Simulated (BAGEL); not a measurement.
**One shape, several levels: triplet C2H4BFS**

We compute a comparison of 3 runs (UHF/STO-3G, ROHF/6-31G*, ROHF/def2-SVP) of triplet C2H4BFS. 

The results are computed with BAGEL 1.2.2.

2 further runs of the same task are left out: 2 that didn't finish.

## Step 1: The molecule

C2H4BFS: 9 atoms, total charge 0, spin state triplet. As SMILES of the parent species, `C=CSBF`. The coordinates come from a GFN2-xTB relaxation. This is one conformer, not always the lowest. That shape belongs to the parent species and isn't relaxed for this state.

Bond lengths: C1–C2 1.318 Å, C2–S3 1.782 Å, S3–B4 1.772 Å, B4–F5 1.319 Å, C1–H6 1.077 Å, C1–H7 1.076 Å, C2–H8 1.078 Å, B4–H9 1.169 Å. Angles: C1–C2–S3 125.5°, C2–S3–B4 105.5°, S3–B4–F5 121.9°, C1–C2–H8 123.1°, S3–C2–H8 111.3°, C2–C1–H6 120.7°, C2–C1–H7 122.8°, S3–B4–H9 119.3°, F5–B4–H9 118.7°, H6–C1–H7 116.6°.

## Step 2: A single-point energy at UHF/STO-3G (density fitting with qzvpp-jkfit) (run 1)

File input.json:

```json
{ "bagel" : [

{
  "title" : "molecule",
  "basis" : "sto-3g",
  "df_basis" : "qzvpp-jkfit",
  "angstrom" : true,
  "geometry" : [
    { "atom" : "C", "xyz" : [       0.314210,      -0.829240,      -1.162870 ] },
    { "atom" : "C", "xyz" : [       0.569340,      -1.004450,       0.118080 ] },
    { "atom" : "S", "xyz" : [      -0.363990,      -0.303720,       1.464740 ] },
    { "atom" : "B", "xyz" : [      -0.715700,       1.364800,       0.981420 ] },
    { "atom" : "F", "xyz" : [      -0.271300,       1.870360,      -0.152360 ] },
    { "atom" : "H", "xyz" : [       0.925250,      -1.300330,      -1.913950 ] },
    { "atom" : "H", "xyz" : [      -0.489450,      -0.208100,      -1.516850 ] },
    { "atom" : "H", "xyz" : [       1.359750,      -1.642070,       0.479810 ] },
    { "atom" : "H", "xyz" : [      -1.328110,       2.052740,       1.701990 ] }
  ]
},

{
  "title" : "uhf",
  "nopen" : 2
},

{
  "title" : "print",
  "file" : "orbitals.molden",
  "orbitals" : true
}

]}
```

The run is started by

```sh
BAGEL_NUM_THREADS=1 BAGEL input.json > input.out
```

Standard output:

```text
* using 1 threads per process

  ===============================================================
  ===============================================================

  *** Geometry ***

  { "atom" : "C", "xyz" : [      0.593771,     -1.567036,     -2.197506 ] },
  { "atom" : "C", "xyz" : [      1.075897,     -1.898135,      0.223139 ] },
  { "atom" : "S", "xyz" : [     -0.687841,     -0.573948,      2.767957 ] },
  { "atom" : "B", "xyz" : [     -1.352477,      2.579098,      1.854615 ] },
  { "atom" : "F", "xyz" : [     -0.512683,      3.534468,     -0.287919 ] },
  { "atom" : "H", "xyz" : [      1.748469,     -2.457268,     -3.616841 ] },
  { "atom" : "H", "xyz" : [     -0.924926,     -0.393252,     -2.866431 ] },
  { "atom" : "H", "xyz" : [      2.569555,     -3.103063,      0.906709 ] },
  { "atom" : "H", "xyz" : [     -2.509764,      3.879116,      3.216295 ] },

  Number of auxiliary basis functions:      502

  Since a DF basis is specified, we compute 2- and 3-index integrals:
    o Being stored without compression. Storage requirement is 0.004 GB

  Number of basis functions:       33
  Number of electrons      :       46

    * METHOD: MOLECULE                             0.22

  *** Open-shell HF ***

  === Nuclear Repulsion ===
   200.0857091103

      * DIIS with orbital gradients will be used.

  === UHF iteration (sto-3g) ===
      0       -592.49723886          0.02623604           0.04
      1       -592.58734649          0.00898154           0.04
      2       -592.61119836          0.00503406           0.04
      3       -592.62077293          0.00352644           0.04
      4       -592.62864969          0.00142852           0.04
      5       -592.62982371          0.00051897           0.04
      6       -592.62998228          0.00014476           0.04
      7       -592.63000060          0.00007380           0.04
      8       -592.63000872          0.00002616           0.04
      9       -592.63000979          0.00000634           0.04
     10       -592.63000997          0.00000258           0.04
     11       -592.63001002          0.00000128           0.04
     12       -592.63001003          0.00000064           0.04
     13       -592.63001004          0.00000030           0.04
     14       -592.63001004          0.00000013           0.04
     15       -592.63001004          0.00000004           0.04
     16       -592.63001004          0.00000001           0.04
     17       -592.63001004          0.00000001           0.04
    * SCF iteration converged.

    * S^2 (UHF) is 2.0261

    * Permanent dipole moment:
           (   -0.092379,     0.118554,     0.173505) a.u.

    * METHOD: UHF                                  0.89

    * METHOD: PRINT                                0.00

  ===============================================================
```

Run time: 1.2 s. Hardware: 1 thread of Arm Neoverse V1, shared host.

## Step 3: A single-point energy at ROHF/6-31G(d) (density fitting with qzvpp-jkfit, spherical functions) (run 2)

File calc.json:

```json
{ "bagel" : [

{
  "title" : "molecule",
  "basis" : "6-31gs.json",
  "df_basis" : "qzvpp-jkfit",
  "angstrom" : "true",
  "geometry" : [
    { "atom" : "C", "xyz" : [    0.314210,   -0.829240,   -1.162870 ] },
    { "atom" : "C", "xyz" : [    0.569340,   -1.004450,    0.118080 ] },
    { "atom" : "S", "xyz" : [   -0.363990,   -0.303720,    1.464740 ] },
    { "atom" : "B", "xyz" : [   -0.715700,    1.364800,    0.981420 ] },
    { "atom" : "F", "xyz" : [   -0.271300,    1.870360,   -0.152360 ] },
    { "atom" : "H", "xyz" : [    0.925250,   -1.300330,   -1.913950 ] },
    { "atom" : "H", "xyz" : [   -0.489450,   -0.208100,   -1.516850 ] },
    { "atom" : "H", "xyz" : [    1.359750,   -1.642070,    0.479810 ] },
    { "atom" : "H", "xyz" : [   -1.328110,    2.052740,    1.701990 ] }
  ]
},
{ "title" : "rohf", "nopen" : 2 },
{ "title" : "print", "file" : "orbitals.molden", "orbitals" : "true" }

]}
```

The basis set 6-31G* is read from a file made from the Basis Set Exchange's data (not shown).

The run is started by

```sh
BAGEL_NUM_THREADS=1 BAGEL calc.json > calc.out
```

Standard output:

```text
* using 1 threads per process

  ===============================================================
  ===============================================================

  *** Geometry ***

  { "atom" : "C", "xyz" : [      0.593771,     -1.567036,     -2.197506 ] },
  { "atom" : "C", "xyz" : [      1.075897,     -1.898135,      0.223139 ] },
  { "atom" : "S", "xyz" : [     -0.687841,     -0.573948,      2.767957 ] },
  { "atom" : "B", "xyz" : [     -1.352477,      2.579098,      1.854615 ] },
  { "atom" : "F", "xyz" : [     -0.512683,      3.534468,     -0.287919 ] },
  { "atom" : "H", "xyz" : [      1.748469,     -2.457268,     -3.616841 ] },
  { "atom" : "H", "xyz" : [     -0.924926,     -0.393252,     -2.866431 ] },
  { "atom" : "H", "xyz" : [      2.569555,     -3.103063,      0.906709 ] },
  { "atom" : "H", "xyz" : [     -2.509764,      3.879116,      3.216295 ] },

  Number of auxiliary basis functions:      502

  Since a DF basis is specified, we compute 2- and 3-index integrals:
    o Being stored without compression. Storage requirement is 0.027 GB

  Number of basis functions:       82
  Number of electrons      :       46

    * METHOD: MOLECULE                             0.27

  *** Open-shell HF ***

  === Nuclear Repulsion ===
   200.0857091103

      * DIIS with orbital gradients will be used.

  === ROHF iteration (6-31gs.json) ===
      0       -599.36809375          0.03696454           0.13
      1       -599.49159673          0.02485170           0.13
      2       -599.54422934          0.01769883           0.13
      3       -599.59092395          0.00310161           0.13
      4       -599.60049828          0.00241875           0.13
      5       -599.60781494          0.00159989           0.13
      6       -599.61139977          0.00044773           0.13
      7       -599.61216761          0.00015993           0.13
      8       -599.61214833          0.00007704           0.13
      9       -599.61217367          0.00003823           0.13
     10       -599.61217186          0.00001590           0.13
     11       -599.61217548          0.00000720           0.13
     12       -599.61217596          0.00000302           0.13
     13       -599.61217582          0.00000148           0.13
     14       -599.61217594          0.00000058           0.13
     15       -599.61217578          0.00000024           0.13
     16       -599.61217575          0.00000013           0.13
     17       -599.61217574          0.00000007           0.13
     18       -599.61217574          0.00000004           0.13
     19       -599.61217575          0.00000002           0.13
     20       -599.61217575          0.00000001           0.13
    * SCF iteration converged.

    * S^2 (ROHF) is 2.0000

    * Permanent dipole moment:
           (   -0.168471,     0.212471,     0.230258) a.u.

    * METHOD: ROHF                                 2.88

    * METHOD: PRINT                                0.02

  ===============================================================
```

Run time: 3.3 s. Hardware: 1 thread of Arm Neoverse V1, shared host; peak memory 0.12 GiB.

## Step 4: A single-point energy at ROHF/def2-SVP (density fitting with qzvpp-jkfit) (run 3)

File calc.json:

```json
{ "bagel": [

{
  "title": "molecule",
  "basis": "svp",
  "df_basis": "qzvpp-jkfit",
  "angstrom": "true",
  "geometry": [
    { "atom": "C", "xyz": [       0.314210,      -0.829240,      -1.162870 ] },
    { "atom": "C", "xyz": [       0.569340,      -1.004450,       0.118080 ] },
    { "atom": "S", "xyz": [      -0.363990,      -0.303720,       1.464740 ] },
    { "atom": "B", "xyz": [      -0.715700,       1.364800,       0.981420 ] },
    { "atom": "F", "xyz": [      -0.271300,       1.870360,      -0.152360 ] },
    { "atom": "H", "xyz": [       0.925250,      -1.300330,      -1.913950 ] },
    { "atom": "H", "xyz": [      -0.489450,      -0.208100,      -1.516850 ] },
    { "atom": "H", "xyz": [       1.359750,      -1.642070,       0.479810 ] },
    { "atom": "H", "xyz": [      -1.328110,       2.052740,       1.701990 ] }
  ]
},

{
  "title": "rohf",
  "nopen": 2
},

{
  "title": "print",
  "file": "orbitals.molden",
  "orbitals": "true"
}

]}
```

The run is started by

```sh
BAGEL_NUM_THREADS=1 BAGEL calc.json > calc.out
```

Standard output:

```text
* using 1 threads per process

  ===============================================================
  ===============================================================

  *** Geometry ***

  { "atom" : "C", "xyz" : [      0.593771,     -1.567036,     -2.197506 ] },
  { "atom" : "C", "xyz" : [      1.075897,     -1.898135,      0.223139 ] },
  { "atom" : "S", "xyz" : [     -0.687841,     -0.573948,      2.767957 ] },
  { "atom" : "B", "xyz" : [     -1.352477,      2.579098,      1.854615 ] },
  { "atom" : "F", "xyz" : [     -0.512683,      3.534468,     -0.287919 ] },
  { "atom" : "H", "xyz" : [      1.748469,     -2.457268,     -3.616841 ] },
  { "atom" : "H", "xyz" : [     -0.924926,     -0.393252,     -2.866431 ] },
  { "atom" : "H", "xyz" : [      2.569555,     -3.103063,      0.906709 ] },
  { "atom" : "H", "xyz" : [     -2.509764,      3.879116,      3.216295 ] },

  Number of auxiliary basis functions:      502

  Since a DF basis is specified, we compute 2- and 3-index integrals:
    o Being stored without compression. Storage requirement is 0.035 GB

  Number of basis functions:       94
  Number of electrons      :       46

    * METHOD: MOLECULE                             0.27

  *** Open-shell HF ***

  === Nuclear Repulsion ===
   200.0857091103

      * DIIS with orbital gradients will be used.

  === ROHF iteration (svp) ===
      0       -599.06989058          0.03532839           0.15
      1       -599.20216393          0.02630466           0.15
      2       -599.26293416          0.01918031           0.15
      3       -599.32925023          0.00294923           0.15
      4       -599.33866195          0.00224829           0.15
      5       -599.34630965          0.00169069           0.15
      6       -599.35197059          0.00061047           0.15
      7       -599.35302897          0.00023907           0.15
      8       -599.35305443          0.00009138           0.15
      9       -599.35309879          0.00005142           0.15
     10       -599.35311046          0.00002575           0.15
     11       -599.35310700          0.00000998           0.15
     12       -599.35311000          0.00000474           0.15
     13       -599.35310983          0.00000213           0.15
     14       -599.35311018          0.00000083           0.15
     15       -599.35311013          0.00000039           0.15
     16       -599.35311008          0.00000020           0.15
     17       -599.35311006          0.00000009           0.15
     18       -599.35311005          0.00000004           0.15
     19       -599.35311004          0.00000002           0.15
     20       -599.35311005          0.00000001           0.15
     21       -599.35311005          0.00000001           0.15
    * SCF iteration converged.

    * S^2 (ROHF) is 2.0000

    * Permanent dipole moment:
           (   -0.139071,     0.256290,     0.141756) a.u.

    * METHOD: ROHF                                 3.52

    * METHOD: PRINT                                0.02

  ===============================================================
```

Wall time 4.2 s (1 thread of Arm Neoverse V1, shared host); peak memory 0.14 GiB.

## Step 5: All runs side by side

```tsv
run	level	energy (Eh)	dipole moment (D)	⟨S²⟩	wall time
1	UHF/STO-3G (density fitting with qzvpp-jkfit)	-592.630010	0.58	2.026	1.2 s
2	ROHF/6-31G* (density fitting with qzvpp-jkfit, spherical functions)	-599.612176	0.90	2.000	3.3 s
3	ROHF/def2-SVP (density fitting with qzvpp-jkfit)	-599.353110	0.82	2.000	4.2 s
```

## Step 6: Outcome

| quantity | value |
| --- | --- |
| run 3: total energy | -599.35311 Eh |
| run 3: dipole moment | 0.82 D |
| run 3: ⟨S²⟩ | 2.000 |

In words: The dipole moment (its size) runs from 0.58 D (UHF/STO-3G) to 0.90 D (ROHF/6-31G*). The two ends differ in method and basis. In run 1 the basis is minimal, so the values are rough. All runs together took 8.8 s, the longest 4.2 s.
